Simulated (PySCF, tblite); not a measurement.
# ClGeH₃O₃, a small molecule taken as a stand-in for a surface group (oxygen-backed Ge): NMR shifts, core binding energies and electronic excitations

Wanted: the NMR shifts, core binding energies and electronic excitations for `[OH][Ge]([OH])([OH])[Cl]`.

Programs: tblite 0.8.0 and PySCF 2.14.0. All values are calculated, for the isolated system unless a continuum is named. Atoms count from 0, parts from 1.

### 1 Starting point

8 atoms, charge 0, multiplicity 1; geometry: distance geometry start.

### 2 Geometry optimisation with GFN2-xTB

What the job is given:

```
{"job": {"kind": "relax", "xc": "GFN2-xTB", "basis": "xTB"}, "charge": 0, "multiplicity": 1}
O     -1.648125     0.957798    -1.616525
Ge    -0.094533     0.750356    -0.653406
O      1.197089     1.954739    -1.233557
O      0.567927    -0.984315    -0.826766
Cl    -0.494271     1.166712     1.521402
H     -2.542816     0.843578    -1.260822
H      1.055944     2.588273    -1.969034
H      0.439890    -1.684363    -0.161636
```

Method: GFN2-xTB geometry optimisation, gas phase.

On the command line:

```sh
OMP_NUM_THREADS=1 python cluster_run.py task.json out
```

One launch serves the whole session: the jobs run in the order shown.

What it wrote:

```text
step      E/eV     max force
  0    -552.42010    1.341
  1    -552.53186    1.321
  2    -552.98549    0.764
  3    -553.00587    0.473
  4    -553.04129    0.525
  5    -553.05410    0.546
  6    -553.08082    0.341
  7    -553.08362    0.129
  8    -553.08520    0.164
  9    -553.08820    0.203
 10    -553.09144    0.211
 11    -553.09381    0.144
 12    -553.09533    0.133
 13    -553.09685    0.160
 14    -553.09906    0.191
 15    -553.10151    0.191
 16    -553.10280    0.097
 17    -553.10329    0.069
 18    -553.10364    0.070
 19    -553.10419    0.113
 20    -553.10520    0.155
 21    -553.10654    0.149
 22    -553.10785    0.106
 23    -553.10900    0.115
 24    -553.11032    0.163
 25    -553.11138    0.315
 26    -553.11444    0.229
 27    -553.11919    0.176
 28    -553.12107    0.093
 29    -553.12165    0.100
 30    -553.12281    0.166
 31    -553.12363    0.287
 32    -553.12584    0.164
 33    -553.13083    0.112
 34    -553.13407    0.733
 35    -553.13809    0.123
 36    -553.14089    0.117
 37    -553.12788    1.206
 38    -553.14397    0.128
 39    -553.14563    0.098
 40    -553.14073    0.970
 41    -553.14887    0.077
 42    -553.15038    0.081
 43    -553.14842    0.800
 44    -553.15329    0.076
 45    -553.15454    0.098
 46    -553.15518    0.657
 47    -553.15824    0.111
 48    -553.15959    0.121
 49    -553.16192    0.485
 50    -553.16405    0.160
 51    -553.16527    0.166
 52    -553.16753    0.349
 53    -553.16962    0.148
 54    -553.17159    0.124
 55    -553.17395    0.087
 56    -553.17462    0.068
 57    -553.17497    0.068
 58    -553.17531    0.082
 59    -553.17586    0.119
 60    -553.17678    0.152
 61    -553.17797    0.181
 62    -553.17957    0.103
 63    -553.18061    0.278
 64    -553.18080    0.308
 65    -553.18202    0.094
 66    -553.18212    0.030
 67    -553.18224    0.026
 68    -553.18241    0.027
 69    -553.18250    0.026
 70    -553.18266    0.030
 71    -553.18285    0.063
 72    -553.18284    0.096
 73    -553.18319    0.080
 74    -553.18343    0.082
 75    -553.18435    0.105
 76    -553.18455    0.108
 77    -553.18478    0.039
 78    -553.18490    0.037
 79    -553.18525    0.058
 80    -553.18542    0.058
 81    -553.18569    0.074
 82    -553.18598    0.060
 83    -553.18626    0.079
 84    -553.18652    0.039
 85    -553.18666    0.082
 86    -553.18685    0.030
 87    -553.18695    0.019
 88    -553.18704    0.023
 89    -553.18709    0.027
 90    -553.18715    0.022
 91    -553.18719    0.028
 92    -553.18721    0.021
 93    -553.18724    0.032
 94    -553.18727    0.021
 95    -553.18730    0.014
 96    -553.18732    0.017
 97    -553.18732    0.008
```

Run time: 1.1 s. Hardware: 1 thread of Arm Neoverse V2, shared host.

Step by step:

```csv
step,energy from step 0 (eV),largest force (eV/Å)
0,0.0000,1.3410
4,-0.6212,0.5249
8,-0.6651,0.1644
12,-0.6752,0.1323
16,-0.6827,0.0970
20,-0.6851,0.1550
24,-0.6902,0.1626
28,-0.7010,0.0922
32,-0.7057,0.1634
36,-0.7208,0.1166
40,-0.7206,0.9693
44,-0.7332,0.0752
48,-0.7395,0.1215
52,-0.7474,0.3485
56,-0.7545,0.0684
60,-0.7567,0.1526
64,-0.7607,0.3084
68,-0.7623,0.0276
72,-0.7627,0.0954
76,-0.7644,0.1081
80,-0.7653,0.0581
84,-0.7664,0.0390
88,-0.7669,0.0224
92,-0.7671,0.0212
96,-0.7672,0.0170
97,-0.7672,0.0077
```

Distances of close pairs at the start and the end, largest changes first:

```csv
bond,before (Å),after (Å),change (Å)
Ge1–Cl4,2.250,2.099,-0.151
Ge1–O3,1.865,1.724,-0.141
Ge1–O2,1.859,1.724,-0.135
O0–Ge1,1.840,1.724,-0.116
O2–H6,0.981,0.956,-0.025
O3–H7,0.974,0.956,-0.018
O0–H5,0.970,0.956,-0.014
```

### 3 Geometry optimisation at PBE0-D3(BJ)/def2-SVP

What the job is given:

```
{"job": {"xc": "PBE0", "basis": "def2-SVP", "d3": "d3bj", "grid": 2, "kind": "geom", "shake": 0.01}, "charge": 0, "multiplicity": 1}
O     -1.396898     0.456465    -0.731852
Ge    -0.026858     0.050269     0.178056
O      1.337597     0.816874    -0.524970
O      0.226368    -1.651940     0.105722
Cl    -0.258677     0.660473     2.163539
H     -2.174429    -0.097523    -0.668716
H      1.249360     1.713269    -0.826747
H      1.089614    -1.976439     0.277068
```

What it wrote:

```text
step   0  E = -2763.56874032  max force = 0.025552
step   1  E = -2763.57289774  max force = 0.014830
step   2  E = -2763.57412921  max force = 0.003098
step   3  E = -2763.57427332  max force = 0.001204
step   4  E = -2763.57432618  max force = 0.001012
step   5  E = -2763.57441929  max force = 0.001798
step   6  E = -2763.57455018  max force = 0.002664
step   7  E = -2763.57469105  max force = 0.002791
step   8  E = -2763.57482210  max force = 0.001406
step   9  E = -2763.57488131  max force = 0.000432
step  10  E = -2763.57488319  max force = 0.000114
optimisation converged
```

Wall time 66 s (1 thread of Arm Neoverse V2, shared host); peak memory 0.54 GiB.

Step by step:

```csv
step,energy from step 0 (eV),largest force component (eV/Å)
0,0.0000,1.3139
1,-0.1131,0.7626
2,-0.1466,0.1593
3,-0.1506,0.0619
4,-0.1520,0.0520
5,-0.1545,0.0925
6,-0.1581,0.1370
7,-0.1619,0.1435
8,-0.1655,0.0723
9,-0.1671,0.0222
10,-0.1672,0.0059
```

Distances of close pairs at the start and the end, largest changes first:

```csv
bond,before (Å),after (Å),change (Å)
Ge1–Cl4,2.090,2.155,+0.065
O0–Ge1,1.694,1.747,+0.053
Ge1–O2,1.716,1.748,+0.032
O3–H7,0.938,0.964,+0.026
Ge1–O3,1.722,1.747,+0.025
O2–H6,0.950,0.964,+0.014
O0–H5,0.957,0.964,+0.007
```

The final coordinates are the input of the step that follows.

```csv
at the end point,value
point group (found at 0.08 Å tolerance),C3
"rotational constants (GHz, main isotopes)","3.470, 2.118, 2.116"
dipole moment (D),0.92
```

### 4 Shielding tensors: PBE0/pcSseg-2

What the job is given:

```
{"job": {"kind": "nmr", "xc": "PBE0", "basis": "pcSseg-2"}, "charge": 0, "multiplicity": 1}
O     -1.304718     0.491790    -0.948749
Ge     0.140705     0.099992    -0.048562
O      1.508247     0.902623    -0.783084
O      0.396820    -1.628083    -0.092290
Cl    -0.077686     0.753589     1.993443
H     -2.105683     0.136867    -0.546172
H      1.446789     1.863720    -0.736887
H      1.172016    -1.904489     0.410066
```

Level: GIAO PBE0/pcSseg-2 NMR shielding, non-relativistic, gas phase.

What it wrote:

```text
coarse grid: 36688 points
cycle   1  E = -2764.0238068122  dE = -2.656e-02  |g| = 1.613e+00  |ddm| = 2.233e+00
cycle   2  E = -2763.4702614870  dE =  5.535e-01  |g| = 2.474e+00  |ddm| = 1.703e+00
cycle   3  E = -2764.3239928173  dE = -8.537e-01  |g| = 2.011e-01  |ddm| = 1.218e+00
cycle   4  E = -2764.3310121156  dE = -7.019e-03  |g| = 1.057e-01  |ddm| = 1.970e-01
cycle   5  E = -2764.3326552620  dE = -1.643e-03  |g| = 1.470e-02  |ddm| = 6.146e-02
cycle   6  E = -2764.3326883359  dE = -3.307e-05  |g| = 4.792e-03  |ddm| = 1.235e-02
cycle   7  E = -2764.3326914461  dE = -3.110e-06  |g| = 5.370e-04  |ddm| = 2.592e-03
final grid: 74528 points
cycle   8  E = -2764.3327065626  dE = -6.993e-08  |g| = 5.721e-04  |ddm| = 1.278e-03
cycle   9  E = -2764.3327064872  dE =  7.544e-08  |g| = 8.538e-04  |ddm| = 8.162e-04
cycle  10  E = -2764.3327066247  dE = -1.375e-07  |g| = 9.963e-05  |ddm| = 4.702e-04
cycle  11  E = -2764.3327066263  dE = -1.591e-09  |g| = 1.819e-05  |ddm| = 6.268e-05
cycle  12  E = -2764.3327066264  dE = -5.912e-11  |g| = 5.343e-06  |ddm| = 1.322e-05
converged SCF energy = -2764.3327066264

GIAO shielding tensors (ppm)
atom      isotropic    diamagn.    paramagn.     s11        s22        s33       span
  0 O      264.077     382.476    -118.399    233.201    248.146    310.884     77.683
  1 Ge    1324.544    2756.834   -1432.289   1280.194   1345.565   1347.874     67.680
  2 O      264.296     381.899    -117.603    233.736    248.485    310.667     76.931
  3 O      264.541     382.377    -117.836    233.568    249.466    310.591     77.023
  4 Cl     868.072    1148.703    -280.631    771.303    771.418   1061.495    290.192
  5 H       29.496      30.737      -1.241     20.982     24.309     43.195     22.213
  6 H       29.500      30.366      -0.866     20.985     24.298     43.218     22.233
  7 H       29.485      30.469      -0.983     20.979     24.248     43.230     22.251
```

Run time: 34 s. Hardware: 1 thread of Arm Neoverse V2, shared host; peak memory 1.1 GiB.

Shifts follow as δ = σ(reference) − σ, with reference shieldings (ppm) from runs at the same level and on the same kind of geometry: 1H TMS 31.25, 17O H2O 328.2, 73Ge GeMe4 1337, 35Cl HCl 941. The references are single molecules in the gas phase, so shifts against H2O, NH3, PH3, H3PO4 or CFCl3 are not on the usual liquid scales and can be off by tens of ppm. Atoms listed in one row are averaged.

```csv
atoms,environment,σ (ppm),δ (ppm)
"H5, H6, H7",hydrogen on an oxygen bonded to Ge,29.49,1.75
"O0, O2, O3","oxygen bonded to Ge, H",264.3,63.8
Ge1,"germanium bonded to Cl, 3 O",1325,13
Cl4,chlorine bonded to Ge,868,73
```

The run also stored atomic charges by several schemes (e):

```csv
atoms,Mulliken,IAO,Hirshfeld,ESP fit
"O0, O2, O3",-0.48,-0.76,-0.31,-0.54
Ge1,1.03,1.48,0.59,0.72
Cl4,-0.26,-0.33,-0.16,-0.23
```

Mayer bond orders: O0–Ge1 1.07, Ge1–O2 1.07, Ge1–O3 1.07, Ge1–Cl4 1.04.

### 5 X-ray photoelectron lines: SCAN, X2C

Same as in step 4 but for these lines:

```diff
@@ -1,2 +1,2 @@
-{"job": {"kind": "nmr", "xc": "PBE0", "basis": "pcSseg-2"}, "charge": 0, "multiplicity": 1}
+{"job": {"kind": "xps", "holes": 5}, "charge": 0, "multiplicity": 1}
 O     -1.304718     0.491790    -0.948749
```

Method: delta-SCF UKS SCAN, pcX-2 on the ionised atom, pcseg-1 elsewhere, spin-free X2C.

What it wrote:

```text
ground state, core basis on atom 0 (O), 133 functions
  cycle   1  E = -2782.83754821  |g| = 1.21e+00
  cycle   2  E = -2782.01954539  |g| = 2.35e+00
  cycle   3  E = -2783.09087622  |g| = 2.28e-01
  cycle   4  E = -2783.10308834  |g| = 1.09e-01
  cycle   5  E = -2783.10575126  |g| = 4.29e-02
  cycle   6  E = -2783.10609175  |g| = 1.34e-02
  cycle   7  E = -2783.10612571  |g| = 4.97e-03
  cycle   8  E = -2783.10613052  |g| = 4.32e-04
  E(ground) = -2783.24855472 Eh
hole in O 1s of atom 0
  cycle   1  E = -2762.47647177  |g| = 2.22e+00
  cycle   2  E = -2761.65086668  |g| = 2.35e+00
  cycle   3  E = -2763.14099570  |g| = 5.72e-01
  cycle   4  E = -2763.19047756  |g| = 4.66e-01
  cycle   5  E = -2763.29099414  |g| = 1.29e-01
  cycle   6  E = -2763.29584403  |g| = 6.39e-02
  cycle   7  E = -2763.29776086  |g| = 1.06e-02
  cycle   8  E = -2763.29782491  |g| = 2.72e-03
  cycle   9  E = -2763.29782848  |g| = 8.86e-04
  cycle  10  E = -2763.29782882  |g| = 1.14e-03
  cycle  11  E = -2763.29783123  |g| = 1.29e-04
  E(ion) = -2763.44092306 Eh   <S^2> = 0.7627   hole on atom = 1.000   binding energy = 538.993 eV
ground state, core basis on atom 4 (Cl), 144 functions
  cycle   1  E = -2783.25638226  |g| = 4.92e-01
  cycle   2  E = -2783.25291034  |g| = 1.64e-01
  cycle   3  E = -2783.24399739  |g| = 2.67e-01
  cycle   4  E = -2783.25783873  |g| = 1.60e-02
  cycle   5  E = -2783.25787242  |g| = 8.33e-03
  cycle   6  E = -2783.25789304  |g| = 1.57e-03
  cycle   7  E = -2783.25789133  |g| = 5.65e-04
  cycle   8  E = -2783.25788845  |g| = 1.77e-04
  E(ground) = -2783.38694740 Eh
hole in Cl 2p of atom 4
  cycle   1  E = -2775.18721251  |g| = 1.70e+00
  cycle   2  E = -2775.15141327  |g| = 1.31e+00
  cycle   3  E = -2775.51582784  |g| = 5.70e-01
  cycle   4  E = -2775.64445808  |g| = 1.72e-01
  cycle   5  E = -2775.65464928  |g| = 3.02e-02
  cycle   6  E = -2775.65506711  |g| = 9.03e-03
  cycle   7  E = -2775.65508852  |g| = 6.11e-03
  cycle   8  E = -2775.65509974  |g| = 2.67e-03
  cycle   9  E = -2775.65510446  |g| = 1.17e-04
  E(ion) = -2775.79360870 Eh   <S^2> = 0.7522   hole on atom = 1.001   binding energy = 206.625 eV
  2p3/2 = 206.040 eV   2p1/2 = 207.694 eV
```

Run time: 9.7 s. Hardware: 1 thread of Arm Neoverse V2, shared host; peak memory 0.54 GiB.

The holes in one table. −ε is the ground-state orbital energy:

```csv
hole,stands for,environment,ΔSCF (eV; 2p as the shell's mean),−ε (eV),⟨S²⟩
O1s on O0,"O0, O2, O3","oxygen bonded to Ge, H",538.99,517.4,0.763
Cl2p on Cl4,Cl4,chlorine bonded to Ge,206.59,193.6,0.752
```

Each hole run stands for the others of its class of like atoms.

With the spin-orbit splitting: Cl4 2p3/2 206.04, 2p1/2 207.69 eV. The table gives each 2p level as the mean over the whole 2p shell (two parts 2p3/2, one part 2p1/2), which differs a little from the single hole in the log.

### 6 TDDFT and polarisability: CAM-B3LYP/def2-SVPD

Same as in step 5 but for these lines:

```diff
@@ -1,2 +1,2 @@
-{"job": {"kind": "xps", "holes": 5}, "charge": 0, "multiplicity": 1}
+{"job": {"kind": "uv", "xc": "CAM-B3LYP", "basis": "def2-SVPD", "nstates": 6, "ntriplets": 2, "ip": true}, "charge": 0, "multiplicity": 1}
 O     -1.304718     0.491790    -0.948749
```

Level: TDDFT CAM-B3LYP/def2-SVPD, vertical, gas phase, core orbitals frozen in the response.

What it wrote:

```text
coarse grid: 36688 points
cycle   1  E = -2764.0735128407  dE = -3.604e-02  |g| = 1.179e+00  |ddm| = 3.634e+00
cycle   2  E = -2763.8761405516  dE =  1.974e-01  |g| = 1.619e+00  |ddm| = 3.383e+00
cycle   3  E = -2764.3213468007  dE = -4.452e-01  |g| = 8.254e-02  |ddm| = 1.859e+00
cycle   4  E = -2764.3227320536  dE = -1.385e-03  |g| = 3.665e-02  |ddm| = 1.535e-01
cycle   5  E = -2764.3230067303  dE = -2.747e-04  |g| = 6.458e-03  |ddm| = 4.988e-02
cycle   6  E = -2764.3230125647  dE = -5.834e-06  |g| = 2.195e-03  |ddm| = 1.038e-02
final grid: 74528 points
cycle   7  E = -2764.3230552347  dE = -2.744e-07  |g| = 1.976e-03  |ddm| = 4.036e-03
cycle   8  E = -2764.3230551568  dE =  7.791e-08  |g| = 2.025e-03  |ddm| = 3.392e-03
cycle   9  E = -2764.3230557614  dE = -6.046e-07  |g| = 2.968e-04  |ddm| = 1.803e-03
cycle  10  E = -2764.3230557759  dE = -1.445e-08  |g| = 1.971e-05  |ddm| = 2.949e-04
cycle  11  E = -2764.3230557760  dE = -1.232e-10  |g| = 1.285e-05  |ddm| = 4.609e-05
converged SCF energy = -2764.3230557760

Static polarisability (au): isotropic 53.944, principal 51.210 51.271 59.350

Singlet excitations
state   eV       nm        f      main configurations
  1   7.1776    172.7   0.02145   H->L 0.84, H->L+3 0.09
  2   7.1887    172.5   0.02322   H-1->L 0.84, H-1->L+3 0.09
  3   7.7070    160.9   0.15877   H-2->L 0.80
  4   7.8377    158.2   0.05532   H-3->L 0.61, H-4->L 0.17
  5   7.8465    158.0   0.05603   H-4->L 0.61, H-3->L 0.17
  6   8.5806    144.5   0.14375   H-5->L 0.73, H-2->L 0.10

Triplet excitations (Tamm-Dancoff, eV): 6.6965 6.7053
Vertical ionisation energy (delta-SCF) = 11.9690 eV
Vertical electron affinity (delta-SCF) = -0.3767 eV
```

Wall time 84 s (1 thread of Arm Neoverse V2, shared host); peak memory 0.85 GiB.

The orbitals next to the gap, with their largest atomic shares:

```csv
orbital,eV,atoms
HOMO−3,-11.65,"O3 39 %, O0 27 %, Cl4 13 %"
HOMO−2,-11.29,"Cl4 24 %, O2 22 %, O0 22 %"
HOMO−1,-10.88,"Cl4 71 %, O2 15 %, O0 9 %"
HOMO,-10.87,"Cl4 70 %, O3 16 %, O0 8 %"
LUMO,-0.28,"Ge1 37 %, Cl4 18 %, O3 11 %"
LUMO+1,1.29,"O0 27 %, Cl4 18 %, H5 16 %"
LUMO+2,1.30,"O2 25 %, O3 19 %, Cl4 18 %"
```

With each of the 6 states as a Gaussian band of 0.4 eV half-width at 1/e, the curve within the window shown has maxima at 160 nm (ε 11,000), 146 nm (ε 6,000) L/(mol cm). Beyond the last state computed it falls off for lack of states. The curve at chosen wavelengths:

nm, ε (L/mol/cm) and a bar:
```
      140       3323 #########
      142       4842 #############
      144       5841 ################
      146       6041 ################
      148       5709 ###############
      150       5491 ###############
      152       5954 ################
      153       6499 ##################
      155       8039 ######################
      157       9672 ###########################
      159      10751 ##############################
      161      10883 ##############################
      163      10070 ############################
      165       8631 ########################
      167       6985 ###################
      169       5463 ###############
      171       4219 ###########
      173       3261 #########
      175       2523 ######
      176       2213 ######
      178       1680 ####
      180       1237 ###
      182        875 ##
      184        591 #
      186        380 
      188        233
```

Further results of this job:

```csv
property,computed
dipole moment (D),0.95
polarisability (Å³),7.99
HOMO–LUMO gap (eV),10.60
−ε(HOMO) (eV),10.87
```

### 7 Results

| quantity | value |
| --- | --- |
| point group | C3 |
| rotational constants (main isotopes) | 3.47, 2.12, 2.12 GHz |
| 1H shifts against TMS (PBE0/pcSseg-2, means over atoms taken as alike) | 1.75 ppm |
| 17O shifts against H2O (PBE0/pcSseg-2, means over atoms taken as alike) | 63.8 ppm |
| 73Ge shifts against GeMe4 (PBE0/pcSseg-2) | 13 ppm |
| 35Cl shifts against HCl (PBE0/pcSseg-2) | 73 ppm |
| O1s binding energies, SCAN/pcX-2 | O0 538.99 eV |
| Cl2p binding energies, SCAN/pcX-2 | Cl4 206.59 eV |
| lowest singlet (CAM-B3LYP/def2-SVPD) | 7.18 eV (173 nm), f = 0.021 |
| brightest single state of those computed | state 3, 7.71 eV, f = 0.159 |
| lowest triplet | 6.70 eV |
| vertical ionisation energy (ΔSCF) | 11.97 eV |
| vertical electron affinity (ΔSCF) | -0.38 eV (unbound: the value hangs on the basis) |

What this shows: The optimisation took 10 steps and gained 0.167 eV; among the close pairs (by a distance rule), Ge1–Cl4 changed most, from 2.090 to 2.155 Å (PBE0/def2-SVP). No frequency check was run at this level, so the end point may be a saddle. At PBE0/pcSseg-2: The widest tensor belongs to Cl4: span 290 ppm, with a paramagnetic part of -281 ppm. The lowest singlet, at 7.18 eV, is HOMO→LUMO 0.84, HOMO→LUMO+3 0.09 and is weak; of the 6 states computed, the strongest absorption comes from state 3 at 7.71 eV (the last state computed is bright too, and its partners may lie past the list). The lowest triplet lies 0.48 eV below the lowest singlet (triplets in Tamm-Dancoff, singlets in full TDDFT). ΔSCF puts the ionisation energy at 11.97 eV, 1.10 eV above −ε(HOMO). Spin-orbit coupling is left out, which matters for shieldings and couplings at and beside the heavy atoms.
